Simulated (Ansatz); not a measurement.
**C2H7BOS: how energies converge with the basis set**

One table from this session's results is given with a row withheld; the runs are named, their logs left out.

Program: Ansatz 0.2.0, Gaussian basis. Level of theory: one geometry, several basis sets. These are calculated values, not measurements.

Plan: PBE0-D4/def2-SVP; ωB97M-V/def2-SVP; PBE0-D4/def2-QZVPP; ωB97M-V/def2-QZVPP; the functionals' def2-TZVPP values are taken from earlier runs.

### Structure used throughout

All runs share one geometry, relaxed beforehand with PBE0-D4 in a triple-zeta def2 set.

SMILES `BOCCS`, 12 atoms, charge 0, spin multiplicity 1.

Atoms are counted from 1 here; the program's logs count them from 0.

Bond lengths: B1–O2 1.341 Å, B1–H6 1.196 Å, B1–H7 1.203 Å, O2–C3 1.418 Å, C3–C4 1.513 Å, C3–H8 1.092 Å, C3–H9 1.096 Å, C4–S5 1.806 Å, C4–H10 1.091 Å, C4–H11 1.092 Å, S5–H12 1.343 Å. Angles: O2–B1–H6 117.0°, O2–B1–H7 120.1°, H6–B1–H7 122.9°, B1–O2–C3 122.2°, O2–C3–C4 109.6°, O2–C3–H8 108.0°, O2–C3–H9 110.1°, C4–C3–H8 109.9°, C4–C3–H9 110.6°, H8–C3–H9 108.5°, C3–C4–S5 112.4°, C3–C4–H10 111.0°, C3–C4–H11 109.9°, S5–C4–H10 110.3°, S5–C4–H11 105.5°, H10–C4–H11 107.5°, C4–S5–H12 96.9°.

As a file:

```xyz
12

B    -0.8347    1.3491    1.5715
O    -0.1848    0.1965    1.3560
C    -0.3009   -0.5191    0.1367
C     1.0227   -0.4934   -0.5954
S     1.0004   -1.5036   -2.0925
H    -0.6565    1.8834    2.6265
H    -1.5577    1.8017    0.7225
H    -0.5753   -1.5493    0.3742
H    -1.0922   -0.0817   -0.4821
H     1.3173    0.5302   -0.8333
H     1.8044   -0.9230    0.0346
H     0.1342   -0.7459   -2.7847
```

Set-up of the first run:

File in.yaml:

```yaml
crystal:
  periodic: [false, false, false]
  atoms:
    - {symbol: B, position_ang: [-0.834703, 1.349147, 1.571496]}
    - {symbol: O, position_ang: [-0.184778, 0.196461, 1.355962]}
    - {symbol: C, position_ang: [-0.300900, -0.519136, 0.136726]}
    - {symbol: C, position_ang: [1.022697, -0.493434, -0.595393]}
    - {symbol: S, position_ang: [1.000387, -1.503586, -2.092542]}
    - {symbol: H, position_ang: [-0.656520, 1.883426, 2.626540]}
    - {symbol: H, position_ang: [-1.557744, 1.801665, 0.722500]}
    - {symbol: H, position_ang: [-0.575253, -1.549268, 0.374214]}
    - {symbol: H, position_ang: [-1.092168, -0.081731, -0.482075]}
    - {symbol: H, position_ang: [1.317343, 0.530197, -0.833312]}
    - {symbol: H, position_ang: [1.804391, -0.923046, 0.034576]}
    - {symbol: H, position_ang: [0.134248, -0.745895, -2.784691]}
basis:
  gaussian: {orbitals: def2-SVP}
hamiltonian: {xc: pbe0, dispersion: d4}
output: {orbitals: {seedname: orbitals}}
```

Among the steps run: PBE0-D4 in def2-SVP; ωB97M-V in def2-SVP; PBE0-D4 in def2-QZVPP; ωB97M-V in def2-QZVPP.

One of the session's tables, all rows but one given; the rest of the session is left out.

It belongs to the step «Functionals by basis». 

| functional | basis | HOMO (eV) |
| --- | --- | --- |
| PBE0-D4 | def2-SVP | -7.03 |
| PBE0-D4 | def2-TZVPP | -7.15 |
| PBE0-D4 | def2-QZVPP | -7.18 |
| ωB97M-V | def2-SVP | -9.27 |
| ωB97M-V | def2-TZVPP | ? |
| ωB97M-V | def2-QZVPP | -9.44 |

Estimate the missing values for ωB97M-V, def2-TZVPP.

As computed: HOMO (eV): -9.40. In the column «HOMO (eV)» it lies between ωB97M-V, def2-QZVPP (-9.44) and ωB97M-V, def2-SVP (-9.27).
